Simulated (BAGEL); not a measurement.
**triplet CH3BClFO at 4 levels**

Aim: a comparison of 4 runs (UHF/STO-3G, UHF/3-21G, ROHF/6-31G*, ROHF/def2-SVP) of triplet CH3BClFO. 

The calculation is run with BAGEL 1.2.2.

1 further run of the same task is left out (set aside as unsound or not needed). Runs told in other sessions of the task aren't counted.

### 1 The structure to begin with

CH3BClFO: 8 atoms, total charge 0, spin state triplet. As SMILES of the parent species, `BC(O)(F)Cl`. The coordinates come from a PBE0-D4/def2-TZVP relaxation. This is one conformer, not always the lowest. That shape belongs to the parent species and isn't relaxed for this state.

Bond lengths: B1–C2 1.545 Å, C2–O3 1.458 Å, C2–F4 1.346 Å, C2–Cl5 1.742 Å, B1–H6 1.192 Å, B1–H7 1.187 Å, O3–H8 0.968 Å. Angles: B1–C2–O3 74.1°, B1–C2–F4 121.2°, B1–C2–Cl5 125.0°, O3–C2–F4 108.7°, O3–C2–Cl5 110.1°, F4–C2–Cl5 109.4°, C2–B1–H6 116.5°, C2–B1–H7 119.5°, C2–O3–H8 107.1°, H6–B1–H7 123.9°.

### 2 A single-point energy at UHF/STO-3G (density fitting with qzvpp-jkfit) (run 1)

calc.json

```json
{ "bagel": [

{
  "title": "molecule",
  "basis": "sto-3g",
  "df_basis": "qzvpp-jkfit",
  "angstrom": "true",
  "geometry": [
    { "atom": "B", "xyz": [      -0.496700,       0.835900,       0.196700 ] },
    { "atom": "C", "xyz": [       0.656000,      -0.125700,      -0.169000 ] },
    { "atom": "O", "xyz": [      -0.573100,      -0.892300,      -0.337200 ] },
    { "atom": "F", "xyz": [       1.403700,      -0.711800,       0.783800 ] },
    { "atom": "Cl", "xyz": [       1.548100,      -0.091800,      -1.664700 ] },
    { "atom": "H", "xyz": [      -0.796500,       0.892200,       1.348900 ] },
    { "atom": "H", "xyz": [      -0.991600,       1.504400,      -0.650000 ] },
    { "atom": "H", "xyz": [      -0.657600,      -1.468100,       0.435900 ] }
  ]
},

{ "title": "uhf", "nopen": 2 },

{ "title": "print", "file": "orbitals.molden", "orbitals": "true" }

]}
```

On the command line:

```
$ BAGEL_NUM_THREADS=1 BAGEL calc.json > calc.out
```

The program printed:

```text
* using 1 threads per process

  ===============================================================
  ===============================================================

  *** Geometry ***

  { "atom" : "B", "xyz" : [     -0.938627,      1.579622,      0.371709 ] },
  { "atom" : "C", "xyz" : [      1.239660,     -0.237539,     -0.319364 ] },
  { "atom" : "O", "xyz" : [     -1.083002,     -1.686203,     -0.637216 ] },
[... 4 lines of this table left out ...]
  { "atom" : "H", "xyz" : [     -1.242684,     -2.774307,      0.823732 ] },

  Number of auxiliary basis functions:      486

  Since a DF basis is specified, we compute 2- and 3-index integrals:
    o Being stored without compression. Storage requirement is 0.004 GB

  Number of basis functions:       32
  Number of electrons      :       48

    * METHOD: MOLECULE                             0.19

  *** Open-shell HF ***

  === Nuclear Repulsion ===
   223.9387327252

      * DIIS with orbital gradients will be used.

  === UHF iteration (sto-3g) ===
      0       -689.45833017          0.04698667           0.05
      1       -689.62129338          0.02163283           0.05
      2       -689.64990618          0.00957336           0.05
[... 23 lines of this table left out ...]
     26       -689.66110254          0.00000001           0.05
    * SCF iteration converged.

    * S^2 (UHF) is 2.0244

    * Permanent dipole moment:
           (   -0.398576,     1.855887,    -0.218634) a.u.

    * METHOD: UHF                                  1.53

    * METHOD: PRINT                                0.00

  ===============================================================
```

Wall time 1.9 s (1 thread of Arm Neoverse V1, shared host).

### 3 The energy at UHF/3-21G (density fitting with qzvpp-jkfit) (run 2)

input.json

```json
{ "bagel": [

{
  "title": "molecule",
  "basis": "3-21g",
  "df_basis": "qzvpp-jkfit",
  "angstrom": "true",
  "geometry": [
    { "atom": "B", "xyz": [      -0.496700,       0.835900,       0.196700 ] },
    { "atom": "C", "xyz": [       0.656000,      -0.125700,      -0.169000 ] },
    { "atom": "O", "xyz": [      -0.573100,      -0.892300,      -0.337200 ] },
    { "atom": "F", "xyz": [       1.403700,      -0.711800,       0.783800 ] },
    { "atom": "Cl", "xyz": [       1.548100,      -0.091800,      -1.664700 ] },
    { "atom": "H", "xyz": [      -0.796500,       0.892200,       1.348900 ] },
    { "atom": "H", "xyz": [      -0.991600,       1.504400,      -0.650000 ] },
    { "atom": "H", "xyz": [      -0.657600,      -1.468100,       0.435900 ] }
  ]
},

{ "title": "uhf", "nopen": 2 },

{ "title": "print", "file": "orbitals.molden", "orbitals": "true" }

]}
```

On the command line:

```
$ BAGEL_NUM_THREADS=1 BAGEL input.json > input.out
```

The program printed:

```text
* using 1 threads per process

  ===============================================================
  ===============================================================

  *** Geometry ***

  { "atom" : "B", "xyz" : [     -0.938627,      1.579622,      0.371709 ] },
  { "atom" : "C", "xyz" : [      1.239660,     -0.237539,     -0.319364 ] },
  { "atom" : "O", "xyz" : [     -1.083002,     -1.686203,     -0.637216 ] },
[... 4 lines of this table left out ...]
  { "atom" : "H", "xyz" : [     -1.242684,     -2.774307,      0.823732 ] },

  Number of auxiliary basis functions:      486

  Since a DF basis is specified, we compute 2- and 3-index integrals:
    o Being stored without compression. Storage requirement is 0.012 GB

  Number of basis functions:       55
  Number of electrons      :       48

    * METHOD: MOLECULE                             0.19

  *** Open-shell HF ***

  === Nuclear Repulsion ===
   223.9387327252

      * DIIS with orbital gradients will be used.

  === UHF iteration (3-21g) ===
      0       -694.06255757          0.05187954           0.11
      1       -694.18721507          0.03518458           0.10
      2       -694.22860203          0.02296681           0.09
[... 31 lines of this table left out ...]
     34       -694.26146587          0.00000001           0.10
    * SCF iteration converged.

    * S^2 (UHF) is 2.0290

    * Permanent dipole moment:
           (   -0.466161,     1.478123,     0.079387) a.u.

    * METHOD: UHF                                  3.56

    * METHOD: PRINT                                0.01

  ===============================================================
```

Wall time 3.9 s (1 thread of Arm Neoverse V1, shared host).

Run 3 isn't shown in full; the table further down has it.

### 4 A single-point energy at ROHF/def2-SVP (density fitting with qzvpp-jkfit) (run 4)

calc.json

```json
{ "bagel": [

{
  "title": "molecule",
  "basis": "svp",
  "df_basis": "qzvpp-jkfit",
  "angstrom": true,
  "geometry": [
    { "atom": "B", "xyz": [   -0.496700,    0.835900,    0.196700 ] },
    { "atom": "C", "xyz": [    0.656000,   -0.125700,   -0.169000 ] },
    { "atom": "O", "xyz": [   -0.573100,   -0.892300,   -0.337200 ] },
    { "atom": "F", "xyz": [    1.403700,   -0.711800,    0.783800 ] },
    { "atom": "Cl", "xyz": [    1.548100,   -0.091800,   -1.664700 ] },
    { "atom": "H", "xyz": [   -0.796500,    0.892200,    1.348900 ] },
    { "atom": "H", "xyz": [   -0.991600,    1.504400,   -0.650000 ] },
    { "atom": "H", "xyz": [   -0.657600,   -1.468100,    0.435900 ] }
  ]
},
{ "title": "rohf", "nopen": 2 },
{ "title": "print", "file": "orbitals.molden", "orbitals": true }

]}
```

On the command line:

```
$ BAGEL_NUM_THREADS=1 BAGEL calc.json > calc.out
```

The program printed:

```text
* using 1 threads per process

  ===============================================================
  ===============================================================

  *** Geometry ***

  { "atom" : "B", "xyz" : [     -0.938627,      1.579622,      0.371709 ] },
  { "atom" : "C", "xyz" : [      1.239660,     -0.237539,     -0.319364 ] },
  { "atom" : "O", "xyz" : [     -1.083002,     -1.686203,     -0.637216 ] },
[... 4 lines of this table left out ...]
  { "atom" : "H", "xyz" : [     -1.242684,     -2.774307,      0.823732 ] },

  Number of auxiliary basis functions:      486

  Since a DF basis is specified, we compute 2- and 3-index integrals:
    o Being stored without compression. Storage requirement is 0.031 GB

  Number of basis functions:       89
  Number of electrons      :       48

    * METHOD: MOLECULE                             0.25

  *** Open-shell HF ***

  === Nuclear Repulsion ===
   223.9387327252

      * DIIS with orbital gradients will be used.

  === ROHF iteration (svp) ===
      0       -697.19598442          0.03719569           0.18
      1       -697.34333254          0.02557454           0.17
      2       -697.39354869          0.01737505           0.17
[... 26 lines of this table left out ...]
     29       -697.44491831          0.00000001           0.17
    * SCF iteration converged.

    * S^2 (ROHF) is 2.0000

    * Permanent dipole moment:
           (   -0.478056,     1.392265,     0.239971) a.u.

    * METHOD: ROHF                                 5.34

    * METHOD: PRINT                                0.02

  ===============================================================
```

Run time: 6 s. Hardware: 1 thread of Arm Neoverse V1, shared host; peak memory 0.13 GiB.

### 5 The series

```csv
run,level,energy (Eh),dipole moment (D),⟨S²⟩,wall time
1,UHF/STO-3G (density fitting with qzvpp-jkfit),-689.661103,4.86,2.024,1.9 s
2,UHF/3-21G (density fitting with qzvpp-jkfit),-694.261466,3.94,2.029,3.9 s
3,"ROHF/6-31G* (density fitting with qzvpp-jkfit, spherical functions)",-697.749084,3.51,2.000,5.1 s
4,ROHF/def2-SVP (density fitting with qzvpp-jkfit),-697.444918,3.79,2.000,6 s
```

### 6 Summary of results

| quantity | value |
| --- | --- |
| run 4: total energy | -697.44492 Eh |
| run 4: dipole moment | 3.79 D |
| run 4: ⟨S²⟩ | 2.000 |

**Reading.** The dipole moment (its size) runs from 3.51 D (ROHF/6-31G*) to 4.86 D (UHF/STO-3G). The two ends differ in method and basis. In run 1 the basis is minimal, so the values are rough. All runs together took 17 s, the longest 6 s.
